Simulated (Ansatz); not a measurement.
# BrCl₂FSn: up Jacob's ladder to CCSD(T)

Aim: compute BrCl₂FSn with functionals from several rungs and with coupled cluster, and see how far each lands from CCSD(T) at the basis-set limit for the atomisation energy.

Computed with Ansatz 0.2.0, Gaussian basis. Level: functionals in def2-TZVPP, the program's frozen cores in correlated methods.

The runs, in order: LDA (SPW92), PBE-D4, revPBE-D4, BLYP-D4, r2SCAN-D4, B97M-V, PBE0-D4, B3LYP-D4, r2SCANh-D4, r2SCAN0-D4, HSE06-D4, BHLYP-D4, CAM-B3LYP-D4, LC-ωPBE, ωB97X-V, ωB97M-V, B2PLYP, PBE-QIDH; CCSD(T)/def2-SVP; CCSD(T)/def2-TZVPP; MP2/def2-QZVPP; extrapolation to the limit; RPA on PBE.

## 1. The relaxed structure

All runs share one geometry, relaxed beforehand with PBE0-D4 in a triple-zeta def2 set. Sn takes the def2 core potential; no spin-orbit term is included.

SMILES `[F][Sn]([Cl])([Cl])[Br]`, 5 atoms, charge 0, spin multiplicity 1.

Atoms are counted from 1 here; the program's logs count them from 0.

Bond lengths: F1–Sn2 1.894 Å, Sn2–Cl3 2.283 Å, Sn2–Cl4 2.283 Å, Sn2–Br5 2.426 Å. Angles: F1–Sn2–Cl3 106.8°, F1–Sn2–Cl4 106.8°, F1–Sn2–Br5 107.9°, Cl3–Sn2–Cl4 110.7°, Cl3–Sn2–Br5 112.2°, Cl4–Sn2–Br5 112.2°.

## 2. LDA

This LDA is Slater exchange with PW92 correlation.

The input, in.yaml:

```yaml
crystal:
  periodic: [false, false, false]
  atoms:
    - {symbol: F, position_ang: [-0.499577, -0.160962, 1.845085]}
    - {symbol: Sn, position_ang: [-0.000153, -0.031686, 0.022882]}
    - {symbol: Cl, position_ang: [1.885286, -1.292540, -0.234598]}
    - {symbol: Cl, position_ang: [-1.724906, -0.897897, -1.196068]}
    - {symbol: Br, position_ang: [0.389350, 2.309485, -0.478700]}
basis:
  gaussian: {orbitals: def2-TZVPP}
hamiltonian: {xc: lda}
output: {orbitals: {seedname: orbitals}}
```

Command:

```bash
> ansatz run in.yaml --threads 4 --pin off --events-out ev --progress --plain --max-ram 10444MiB
```

After this run come: PBE-D4 (GGA); revPBE-D4 (GGA); BLYP-D4 (GGA); r2SCAN-D4 (meta-GGA); B97M-V (meta-GGA); B3LYP-D4 (hybrid); r2SCANh-D4 (hybrid); r2SCAN0-D4 (hybrid); HSE06-D4 (hybrid); BHLYP-D4 (hybrid); CAM-B3LYP-D4 (range-separated); LC-ωPBE (range-separated); ωB97X-V (range-separated); ωB97M-V (range-separated); B2PLYP (double hybrid); PBE-QIDH (double hybrid); CCSD(T) in def2-SVP; CCSD(T) in def2-TZVPP; MP2 in def2-QZVPP; RPA on PBE orbitals.

**Question.** What will the summary of the whole plan be? Wanted: atomisation energy, CCSD(T)/CBS; farthest beyond LDA; mean size of error, GGA; mean size of error, meta-GGA; mean size of error, hybrid; mean size of error, range-separated; mean size of error, double hybrid; gap, smallest and largest; T1 diagnostic.

**Answer**, as computed:

| quantity | value |
| --- | --- |
| atomisation energy, CCSD(T)/CBS | 337.9 kcal/mol |
| functionals within 3.4 kcal/mol (1.0 %) | PBE-D4, r2SCAN-D4, B97M-V |
| farthest beyond LDA | BHLYP-D4 (-30.1 kcal/mol) |
| mean size of error, GGA | 9.8 kcal/mol |
| mean size of error, meta-GGA | 2.8 kcal/mol |
| mean size of error, hybrid | 15.2 kcal/mol |
| mean size of error, range-separated | 10.9 kcal/mol |
| mean size of error, double hybrid | 14.7 kcal/mol |
| gap, smallest and largest | 3.78 eV (LDA (SPW92)), 11.18 eV (LC-ωPBE) |
| T1 diagnostic | 0.0112 |
| triples share of the correlation energy | 3.5 % |

LDA overbinds by 54.0 kcal/mol (16 %). PBE-D4 is off by +1.6 kcal/mol. Double hybrids carry the basis error of their MP2 part in triple zeta, and no dispersion term here, so their miss is partly the set-up's. By mean error the best rung here is meta-GGA (2.8 kcal/mol) and the worst beyond LDA is hybrid (15.2 kcal/mol). double hybrid functionals lie within the reference's doubt of that worst mean (14.7 kcal/mol), so those two tie. The mean of the hybrids holds BHLYP, with half exact exchange. RPA and LDA stand outside this count. Misses under about 3.4 kcal/mol are within the doubt on the reference itself, which lacks core-valence correlation, spin-orbit coupling and higher excitations, and its outer-core shells are covered unevenly. All levels share the lack of spin-orbit coupling, which lowers the free heavy atoms and so the true binding. Hartree-Fock recovers 66 % of the binding; the rest is correlation. CCSD(T) in def2-SVP is off by -44.8 kcal/mol, more than most functionals: a good method in a small basis is no reference. The gap grows from 3.8 to 11.2 eV across the functionals, mostly with the share of exact exchange. Correlated methods include outer-core shells of Br, Sn, which these sets cover unevenly.
